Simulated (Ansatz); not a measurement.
## LaBi3, space group Pm-3m: a single point from a YAML input, step by step

Computed with Ansatz 0.2.0, Python API.

Run as a notebook:

**Cell 1**
```python
import warnings

import ansatz as az
```

**Cell 2**
```python
INPUT = """
crystal:
  lattice:
    - [5.011757, 0.0, 0.0]
    - [0.0, 5.011757, 0.0]
    - [0.0, 0.0, 5.011757]
  atoms:
    - { symbol: La, position: [0.0, 0.0, 0.0] }
    - { symbol: Bi, position: [0.5, 0.0, 0.5] }
    - { symbol: Bi, position: [0.0, 0.5, 0.5] }
    - { symbol: Bi, position: [0.5, 0.5, 0.0] }
kpoints:
  mp_grid: { grid: [5, 5, 5] }
hamiltonian:
  xc: pbesol
scf:
  occupations: { method: fermi_dirac, width: 0.1 }
output:
  stress: true
  eigenvalues: true
"""
```

**Cell 3**
```python
warnings.simplefilter("ignore", az.DeckWarning)
```

**Cell 4**
```python
result = az.Session.from_yaml(INPUT).plan(threads=1).execute()
r = result.report

{key: value for key, value in r.items() if isinstance(value, (int, float)) and "ev" in key}
```
Output:
```text
{'n_hpsi_unsolved_levels': 322,
 'gap_by_band_count_ev': -1.4792263201755578,
 'fermi_energy_ev': 11.95358683185308,
 'harris_foulkes_ev': -42889.73084838774,
 'free_energy_ev': -42889.73084838483,
 'internal_energy_ev': -42889.65402874268,
 'lagrangian_ev': -42889.73084838483,
 'energy_sigma0_ev': -42889.69243856376,
 'lagrangian_sigma0_ev': -42889.69243856376,
 'lagrangian_above_aufbau_ev': -0.05937798633308122,
 'entropy_ts_ev': 0.07681964214632898,
 'loop_fermi_energy_ev': 11.95358683185308,
 'occupations_fermi_energy_ev': 11.95358683185308}
```

**Cell 5**
```python
r["n_kpoints"], r["n_symmetry_ops"], r["n_pw"]
```
Output:
```text
(10, 48, 2517)
```

**Cell 6**
```python
for key in ("converged", "n_iterations", "n_electrons", "n_kpoints", "n_pw", "n_symmetry_ops", "free_energy_ev", "fermi_energy_ev"):
    print(f"{key:18s} {r[key]}")
```
Output:
```text
converged          True
n_iterations       7
n_electrons        56.0
n_kpoints          10
n_pw               2517
n_symmetry_ops     48
free_energy_ev     -42889.73084838483
fermi_energy_ev    11.95358683185308
```

**Cell 7**
```python
fermi = r["fermi_energy_ev"]
print("levels less the Fermi level (eV) at the first k-points")
for k, levels in list(zip(r["kpoints_frac"], r["eigenvalues_ev"]))[:4]:
    print("k = ({:.3f}, {:.3f}, {:.3f})".format(*k))
    print("   ", " ".join(f"{e - fermi:.3f}" for e in levels))
```
Output:
```text
levels less the Fermi level (eV) at the first k-points
k = (0.000, 0.000, 0.000)
    -33.114 -22.742 -22.740 -22.740 -22.740 -22.627 -22.627 -22.611 -22.611 -22.592 -22.592 -22.592 -22.535 -22.535 -22.535 -22.498 -16.841 -16.841 -16.841 -12.718 -9.545 -9.545 -3.409 -3.409 -3.409 -0.147 -0.147 -0.147 0.808 0.808 1.275 1.275 1.275 1.595
k = (0.000, 0.000, 0.200)
    -33.113 -22.738 -22.732 -22.721 -22.721 -22.635 -22.625 -22.611 -22.603 -22.594 -22.594 -22.594 -22.555 -22.555 -22.535 -22.507 -16.887 -16.831 -16.831 -12.470 -9.924 -9.500 -3.348 -3.348 -3.074 -1.341 -0.693 -0.693 0.895 1.314 1.546 1.574 1.574 1.586
k = (0.000, 0.000, 0.400)
    -33.111 -22.735 -22.712 -22.673 -22.673 -22.655 -22.624 -22.613 -22.613 -22.611 -22.597 -22.590 -22.590 -22.581 -22.535 -22.528 -16.959 -16.814 -16.814 -11.843 -10.744 -9.425 -3.272 -3.272 -2.256 -2.196 -1.073 -1.073 -0.223 1.390 1.485 1.485 1.561 1.563
k = (0.000, 0.200, 0.200)
    -33.112 -22.726 -22.724 -22.715 -22.706 -22.640 -22.630 -22.608 -22.606 -22.600 -22.591 -22.586 -22.571 -22.559 -22.550 -22.512 -16.881 -16.869 -16.821 -12.247 -9.990 -9.728 -3.726 -3.229 -2.186 -2.120 -1.161 -0.517 0.482 1.324 1.352 1.499 1.575 1.603
```

Notes:
- Total energies depend on the potentials; only differences at equal settings carry meaning. A total without «per atom» is that of the cell as typed.
- The computed bands are complete only to about 1.6 eV above the Fermi level.
- The mesh is modest for a metal, so energies can be off by several to tens of meV an atom and pressures by half a GPa or more; differences at equal mesh fare better.
- An absolute Fermi energy rests on an arbitrary zero of the periodic potential and has no direct meaning.
- A gap by band count of zero or less means overlapping bands, a metal.
- The structure comes from a database of computed cells and needn't be a stable or known phase.
- Levels are Kohn-Sham eigenvalues on this mesh, without spin-orbit coupling.
- Hardware and time: 2.8 s on 1 thread of Intel(R) Xeon(R) Platinum 8488C (Sapphire Rapids), on a shared host, peak memory 0.45 GiB.

(Lines on the test bed's own set-up are left out of the output.)
